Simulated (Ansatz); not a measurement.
**BBrGeH₄: basis-set convergence**

An exercise on one series of results from a longer session: the logs are not shown, and one member is left open.

Computed with Ansatz 0.2.0, Gaussian basis. Level: one geometry, several basis sets.

Levels to be run: PBE0-D4/def2-SVP; ωB97M-V/def2-SVP; PBE0-D4/def2-QZVPP; ωB97M-V/def2-QZVPP; the functionals' def2-TZVPP values are taken from earlier runs.

## Structure used throughout

The geometry comes from an earlier relaxation with PBE0-D4 in a triple-zeta def2 set; it is a stationary point, not always the lowest conformer.

7 atoms, charge 0, spin multiplicity 1.

Atoms are counted from 1 here; the program's logs count them from 0.

Bond lengths: B1–Ge2 2.054 Å, B1–H4 1.195 Å, B1–H5 1.191 Å, Ge2–Br3 2.323 Å, Ge2–H6 1.539 Å, Ge2–H7 1.539 Å. Angles: Ge2–B1–H4 118.5°, Ge2–B1–H5 121.7°, H4–B1–H5 119.8°, B1–Ge2–Br3 111.2°, B1–Ge2–H6 112.5°, B1–Ge2–H7 112.7°, Br3–Ge2–H6 105.7°, Br3–Ge2–H7 105.7°, H6–Ge2–H7 108.5°.

The first run:

in.yaml reads:

```yaml
crystal:
  periodic: [false, false, false]
  atoms:
    - {symbol: B, position_ang: [-1.063892, -0.117425, -0.727447]}
    - {symbol: Ge, position_ang: [0.613787, -0.115431, 0.457629]}
    - {symbol: Br, position_ang: [1.642291, 1.968005, 0.457215]}
    - {symbol: H, position_ang: [-1.689001, -1.130310, -0.829193]}
    - {symbol: H, position_ang: [-1.421286, 0.859708, -1.307104]}
    - {symbol: H, position_ang: [0.295386, -0.423662, 1.931455]}
    - {symbol: H, position_ang: [1.683816, -1.108984, -0.028255]}
basis:
  gaussian: {orbitals: def2-SVP}
hamiltonian: {xc: pbe0, dispersion: d4}
output: {orbitals: {seedname: orbitals}}
```

Started as:

```bash
ansatz run in.yaml --threads 2 --pin off --events-out ev --progress --plain --max-ram 4352MiB
```

Among the steps run: PBE0-D4 in def2-SVP; ωB97M-V in def2-SVP; PBE0-D4 in def2-QZVPP; ωB97M-V in def2-QZVPP.

One of the session's tables, all rows but one given; the rest of the session is left out.

It belongs to the step «Density functionals: the series». 

| functional | basis | HOMO (eV) | LUMO (eV) |
| --- | --- | --- | --- |
| PBE0-D4 | def2-SVP | -7.76 | -2.80 |
| PBE0-D4 | def2-TZVPP | -7.88 | -2.84 |
| PBE0-D4 | def2-QZVPP | -7.89 | -2.85 |
| ωB97M-V | def2-SVP | -9.89 | -0.73 |
| ωB97M-V | def2-TZVPP | ? | ? |
| ωB97M-V | def2-QZVPP | -10.05 | -0.91 |

Q: Estimate the row for ωB97M-V, def2-TZVPP from the others.

**Answer.** HOMO (eV): -10.04; LUMO (eV): -0.87. In the column «HOMO (eV)» it lies between ωB97M-V, def2-QZVPP (-10.05) and ωB97M-V, def2-SVP (-9.89).
